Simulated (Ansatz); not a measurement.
**SbHF2 (SMILES [F][SbH][F]): functionals against CCSD(T) at one geometry**

A test off equilibrium: a structure displaced at random from a GFN2-xTB minimum is computed at several levels, and each is set against CCSD(T).

Computed with Ansatz 0.2.0, Gaussian basis. Level: single points in def2-TZVPP.

Correlated methods freeze the cores. Filled d shells of the heavier atoms are correlated. Core potentials replace the inner electrons past krypton, and spin-orbit coupling is left out.

### 1 The starting structure

SMILES `[F][SbH][F]`, 4 atoms, charge 0, spin multiplicity 1.

Atoms are counted from 1 here; the program's logs count them from 0.

Bond lengths: F1–Sb2 2.221 Å, Sb2–F3 2.184 Å, Sb2–H4 1.638 Å. Angles: F1–Sb2–F3 83.9°, F1–Sb2–H4 80.2°, F3–Sb2–H4 77.3°.

Coordinates:

```xyz
4
F2HSb
F     1.29550   -0.79320    0.85820
Sb   -0.73010   -0.70030   -0.04840
F    -0.52430    1.44940    0.27660
H     0.17170   -0.22670   -1.33130
```

### 2 CCSD(T)/def2-TZVPP

File run/in.yaml:

```yaml
crystal:
  periodic: [false, false, false]
  atoms:
    - {symbol: F, position_ang: [1.295500, -0.793200, 0.858200]}
    - {symbol: Sb, position_ang: [-0.730100, -0.700300, -0.048400]}
    - {symbol: F, position_ang: [-0.524300, 1.449400, 0.276600]}
    - {symbol: H, position_ang: [0.171700, -0.226700, -1.331300]}
basis:
  gaussian: {orbitals: def2-TZVPP}
correlation: {method: ccsd_t}
output: {forces: true}
```

No record of the launch command was kept for these runs.

### 3 PBE0-D4/def2-TZVPP

Edit run/in.yaml of step 2 so:

```diff
@@ -9,3 +9,3 @@
   gaussian: {orbitals: def2-TZVPP}
-correlation: {method: ccsd_t}
-output: {forces: true}
+hamiltonian: {xc: pbe0, dispersion: d4}
+output: {forces: true, orbitals: {seedname: orbitals}}
```

### 4 wB97M-V/def2-TZVPP

Edit run/in.yaml of step 3 so:

```diff
@@ -9,3 +9,3 @@
   gaussian: {orbitals: def2-TZVPP}
-hamiltonian: {xc: pbe0, dispersion: d4}
-output: {forces: true, orbitals: {seedname: orbitals}}
+hamiltonian: {xc: {name: wB97M-V}}
+output: {forces: true}
```

### 5 r2SCAN-D4/def2-TZVPP

Edit run/in.yaml of step 4 so:

```diff
@@ -9,3 +9,3 @@
   gaussian: {orbitals: def2-TZVPP}
-hamiltonian: {xc: {name: wB97M-V}}
+hamiltonian: {xc: r2scan, dispersion: d4}
 output: {forces: true}
```

### 6 PBE-D4/def2-TZVPP

Edit run/in.yaml of step 5 so:

```diff
@@ -9,3 +9,3 @@
   gaussian: {orbitals: def2-TZVPP}
-hamiltonian: {xc: r2scan, dispersion: d4}
+hamiltonian: {xc: pbe, dispersion: d4}
 output: {forces: true}
```

### 7 LC-wPBE/def2-TZVPP

Edit run/in.yaml of step 6 so:

```diff
@@ -9,3 +9,3 @@
   gaussian: {orbitals: def2-TZVPP}
-hamiltonian: {xc: pbe, dispersion: d4}
+hamiltonian: {xc: {name: LC-wPBE}}
 output: {forces: true}
```

### 8 SPW92/def2-TZVPP

Edit run/in.yaml of step 7 so:

```diff
@@ -9,3 +9,3 @@
   gaussian: {orbitals: def2-TZVPP}
-hamiltonian: {xc: {name: LC-wPBE}}
+hamiltonian: {xc: lda}
 output: {forces: true}
```

(Steps that only read results are left out.)

What does the calculation give? Wanted: energy less free atoms, CCSD(T)/def2-TZVPP; RMS force component; RMS force error; HOMO and LUMO, PBE0-D4; T1 diagnostic.

The runs gave:

```
                                  quantity                                                                                         value
energy less free atoms, CCSD(T)/def2-TZVPP                                                                                     -9.360 eV
                       RMS force component                                                          1.974 to 2.471 eV/Å over the methods
                           RMS force error  PBE0-D4 0.102, wB97M-V 0.026, r2SCAN-D4 0.176, PBE-D4 0.463, LC-wPBE 0.118, SPW92 0.256 eV/Å
                    HOMO and LUMO, PBE0-D4                                                                            -9.13 and -3.49 eV
                             T1 diagnostic                                                                                         0.020
```

What this shows: Against CCSD(T) the functionals' energies less atoms differ by -3.271 to -0.321 eV, PBE-D4 by -1.466 eV. The reference is not at the basis limit: in triple zeta CCSD(T) underbinds, which counts against methods that bind more; the gaps are no ranking. On forces the order runs from wB97M-V to PBE-D4. Frozen-core CCSD(T) forces in triple zeta carry basis errors of their own, and this is one geometry, so small gaps rank nothing.
